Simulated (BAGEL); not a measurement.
# CH3CuS (SMILES C[S][Cu]) at PBE0/cc-pVDZ (density fitting with qzvpp-jkfit)

Aim: the energy change on altering one bond length of CH3CuS at PBE0/cc-pVDZ (density fitting with qzvpp-jkfit), from 2 runs. 

The calculation is run with BAGEL 1.2.2.

9 further runs of the same task are left out: 6 that didn't finish, 3 set aside as unsound or not needed. Runs told in other sessions of the task aren't counted.

### 1 The system as given

The species is CH3CuS (6 atoms), meant as a singlet with charge 0. As SMILES, `C[S][Cu]`. The shape is that of a PBE0-D4/def2-TZVP optimisation.

Bond lengths: C1–S2 1.819 Å, S2–Cu3 2.119 Å, C1–H4 1.092 Å, C1–H5 1.089 Å, C1–H6 1.089 Å. Angles: C1–S2–Cu3 104.2°, S2–C1–H4 106.3°, S2–C1–H5 112.1°, S2–C1–H6 112.0°, H4–C1–H5 108.3°, H4–C1–H6 108.3°, H5–C1–H6 109.7°.

### 2 A single-point energy at PBE0/cc-pVDZ (density fitting with qzvpp-jkfit)

File job.json:

```json
{ "bagel": [

{
  "title": "molecule",
  "basis": "cc-pvdz.json",
  "df_basis": "qzvpp-jkfit",
  "angstrom": true,
  "geometry": [
    { "atom": "C", "xyz": [   -0.361000,    0.349400,   -0.319400 ] },
    { "atom": "S", "xyz": [    0.131700,   -1.355400,    0.081400 ] },
    { "atom": "Cu", "xyz": [    1.727000,   -1.126700,    1.456800 ] },
    { "atom": "H", "xyz": [   -1.184100,    0.271400,   -1.032500 ] },
    { "atom": "H", "xyz": [    0.446800,    0.908800,   -0.789900 ] },
    { "atom": "H", "xyz": [   -0.718300,    0.888500,    0.557300 ] }
  ]
},
{
  "title": "ks",
  "xc_func": "pbe0"
},
{
  "title": "print",
  "file": "orbitals.molden",
  "orbitals": true
}

]}
```

The basis set cc-pVDZ is read from a file made from the Basis Set Exchange's data (not shown).

Started as:

```
BAGEL_NUM_THREADS=1 BAGEL job.json > job.out
```

What it wrote:

```text
* using 1 threads per process

  ===============================================================
  ===============================================================

  *** Geometry ***

  { "atom" : "C", "xyz" : [     -0.682191,      0.660270,     -0.603579 ] },
  { "atom" : "S", "xyz" : [      0.248877,     -2.561335,      0.153824 ] },
  { "atom" : "Cu", "xyz" : [      3.263557,     -2.129154,      2.752953 ] },
  { "atom" : "H", "xyz" : [     -2.237625,      0.512872,     -1.951142 ] },
  { "atom" : "H", "xyz" : [      0.844330,      1.717383,     -1.492695 ] },
  { "atom" : "H", "xyz" : [     -1.357390,      1.679022,      1.053144 ] },

  Number of auxiliary basis functions:      521

  Since a DF basis is specified, we compute 2- and 3-index integrals:
    o Being stored without compression. Storage requirement is 0.034 GB

  Number of basis functions:       90
  Number of electrons      :       54

    * METHOD: MOLECULE                             0.30

  *** Kohn-Sham DFT ***

    * Removing 10113 points whose weight is below 1.00e-10
    * Grid points: 79323

  === Nuclear Repulsion ===
   206.5998059221

       - DIIS with orbital gradients will be used.

  === KS iteration (pbe0 / cc-pvdz.json) ===
      0      -1882.83912646          0.16090316           0.34
      1      -1837.10413986          0.19589178           0.32
      2      -1630.77812835          0.18102244           0.32
      3      -1993.63785669          0.23984527           0.31
      4      -2035.80090905          0.16859451           0.31
      5      -2070.87699668          0.09835027           0.34
      6      -2066.87087409          0.14788602           0.36
      7      -2021.00884700          0.18350941           0.36
      8      -2062.10613085          0.15644530           0.36
      9      -2057.75850366          0.17200341           0.33
     10      -2072.48628549          0.10479907           0.32
     11      -2066.77613298          0.13469959           0.33
     12      -2076.79996292          0.05782667           0.32
     13      -2043.32604723          0.13313639           0.31
     14      -2075.54971307          0.07532063           0.30
     15      -2076.31404637          0.06415512           0.31
     16      -2075.86391070          0.07282656           0.32
     17      -2077.14455789          0.05184886           0.36
     18      -2077.06029388          0.05214859           0.36
     19      -2067.53775567          0.16892985           0.36
     20      -2078.15996629          0.01371981           0.35
     21      -2078.21246823          0.00847660           0.31
     22      -2078.23995850          0.00328705           0.32
     23      -2078.24196091          0.00167510           0.31
     24      -2078.24270664          0.00104194           0.31
     25      -2078.24350278          0.00022208           0.30
     26      -2078.24352123          0.00002132           0.32
     27      -2078.24352174          0.00000909           0.32
     28      -2078.24352182          0.00000532           0.32
     29      -2078.24352183          0.00000253           0.31
     30      -2078.24352184          0.00000130           0.31
     31      -2078.24352184          0.00000060           0.34
     32      -2078.24352184          0.00000013           0.36
     33      -2078.24352184          0.00000003           0.37
     34      -2078.24352184          0.00000003           0.35
     35      -2078.24352184          0.00000000           0.32
    * SCF iteration converged.

    * Permanent dipole moment:
           (   -0.951215,    -0.590502,    -0.826060) a.u.

    * METHOD: KS                                  12.28

    * METHOD: PRINT                                0.01

  ===============================================================
```

It took 13 s on 1 thread of Arm Neoverse V2, shared host; peak memory 0.38 GiB.

### 3 The distorted shape at the same level

File dft.json:

```json
{ "bagel" : [

{
  "title" : "molecule",
  "basis" : "cc-pvdz.json",
  "df_basis" : "qzvpp-jkfit",
  "angstrom" : true,
  "geometry" : [
    { "atom" : "C", "xyz" : [      -0.434916,       0.605159,      -0.379529 ] },
    { "atom" : "S", "xyz" : [       0.131700,      -1.355400,       0.081400 ] },
    { "atom" : "Cu", "xyz" : [       1.727000,      -1.126700,       1.456800 ] },
    { "atom" : "H", "xyz" : [      -1.258016,       0.527159,      -1.092629 ] },
    { "atom" : "H", "xyz" : [       0.372884,       1.164559,      -0.850029 ] },
    { "atom" : "H", "xyz" : [      -0.792216,       1.144259,       0.497171 ] }
  ]
},

{
  "title" : "ks",
  "xc_func" : "pbe0"
},

{
  "title" : "print",
  "file" : "orbitals.molden",
  "orbitals" : true
}

]}
```

The basis set cc-pVDZ is read from a file made from the Basis Set Exchange's data (not shown).

Started as:

```
BAGEL_NUM_THREADS=1 BAGEL dft.json > dft.out
```

What it wrote:

```text
* using 1 threads per process

  ===============================================================
  ===============================================================

  *** Geometry ***

  { "atom" : "C", "xyz" : [     -0.821872,      1.143585,     -0.717206 ] },
  { "atom" : "S", "xyz" : [      0.248877,     -2.561335,      0.153824 ] },
  { "atom" : "Cu", "xyz" : [      3.263557,     -2.129154,      2.752953 ] },
  { "atom" : "H", "xyz" : [     -2.377306,      0.996186,     -2.064770 ] },
  { "atom" : "H", "xyz" : [      0.704649,      2.200698,     -1.606322 ] },
  { "atom" : "H", "xyz" : [     -1.497071,      2.162336,      0.939517 ] },

  Number of auxiliary basis functions:      521

  Since a DF basis is specified, we compute 2- and 3-index integrals:
    o Being stored without compression. Storage requirement is 0.034 GB

  Number of basis functions:       90
  Number of electrons      :       54

    * METHOD: MOLECULE                             0.32

  *** Kohn-Sham DFT ***

    * Removing 9702 points whose weight is below 1.00e-10
    * Grid points: 79734

  === Nuclear Repulsion ===
   199.3340209041

       - DIIS with orbital gradients will be used.

  === KS iteration (pbe0 / cc-pvdz.json) ===
      0      -1883.06285459          0.15824833           0.34
      1      -1836.13029787          0.19039317           0.31
      2      -1633.08438227          0.17583870           0.32
      3      -1990.64822734          0.23459470           0.34
      4      -2034.40120153          0.14864958           0.34
      5      -2068.62352833          0.12491483           0.33
      6      -2065.63407690          0.14132392           0.34
      7      -2017.35482581          0.16433607           0.34
      8      -2048.84196718          0.17212027           0.34
      9      -2049.47253147          0.17078228           0.34
     10      -2064.09511669          0.13963212           0.34
     11      -2056.05251459          0.13525668           0.33
     12      -2074.91110416          0.07656000           0.34
     13      -2036.77317762          0.14733552           0.34
     14      -2070.66077698          0.11758044           0.34
     15      -2071.92660051          0.10639576           0.34
     16      -2074.33335162          0.08949913           0.32
     17      -2075.59987252          0.06731398           0.34
     18      -2075.96977697          0.06413275           0.34
     19      -2036.88980014          0.14327628           0.33
     20      -2076.63359640          0.05179422           0.33
     21      -2077.52209749          0.04168894           0.32
     22      -2077.99894995          0.02575472           0.34
     23      -2077.92740670          0.02237945           0.33
     24      -2078.16828890          0.01106740           0.32
     25      -2078.22447631          0.00215025           0.33
     26      -2078.22664337          0.00046913           0.31
     27      -2078.22674281          0.00009416           0.33
     28      -2078.22674788          0.00008953           0.32
     29      -2078.22675211          0.00001926           0.34
     30      -2078.22675251          0.00001593           0.33
     31      -2078.22675268          0.00000538           0.33
     32      -2078.22675273          0.00000413           0.34
     33      -2078.22675274          0.00000109           0.33
     34      -2078.22675274          0.00000061           0.33
     35      -2078.22675274          0.00000054           0.34
     36      -2078.22675274          0.00000022           0.33
     37      -2078.22675274          0.00000006           0.33
     38      -2078.22675274          0.00000005           0.33
     39      -2078.22675274          0.00000002           0.33
     40      -2078.22675274          0.00000001           0.34
    * SCF iteration converged.

    * Permanent dipole moment:
           (   -0.968789,    -0.620930,    -0.841686) a.u.

    * METHOD: KS                                  14.04

    * METHOD: PRINT                                0.01

  ===============================================================
```

Wall time 15 s (1 thread of Arm Neoverse V2, shared host); peak memory 0.38 GiB.

### 4 Outcome

Level: PBE0/cc-pVDZ (density fitting with qzvpp-jkfit).

```
                                                         quantity           value
                                        first shape: total energy  -2078.24352 Eh
                                       first shape: dipole moment          3.54 D
                                         first shape: HOMO energy        -5.76 eV
                                         first shape: LUMO energy        -2.39 eV
                                       first shape: HOMO–LUMO gap         3.37 eV
                                    distorted shape: total energy  -2078.22675 Eh
                                   distorted shape: dipole moment          3.62 D
                                     distorted shape: HOMO energy        -5.88 eV
                                     distorted shape: LUMO energy        -2.40 eV
                                   distorted shape: HOMO–LUMO gap         3.47 eV
energy change with the C1–S2 bond stretched from 1.819 to 2.092 Å        0.456 eV
```

In words: With the C1–S2 bond stretched from 1.819 to 2.092 Å the energy rises by 0.46 eV (10.5 kcal/mol). The first shape isn't relaxed at this level, so the change isn't measured from a minimum.
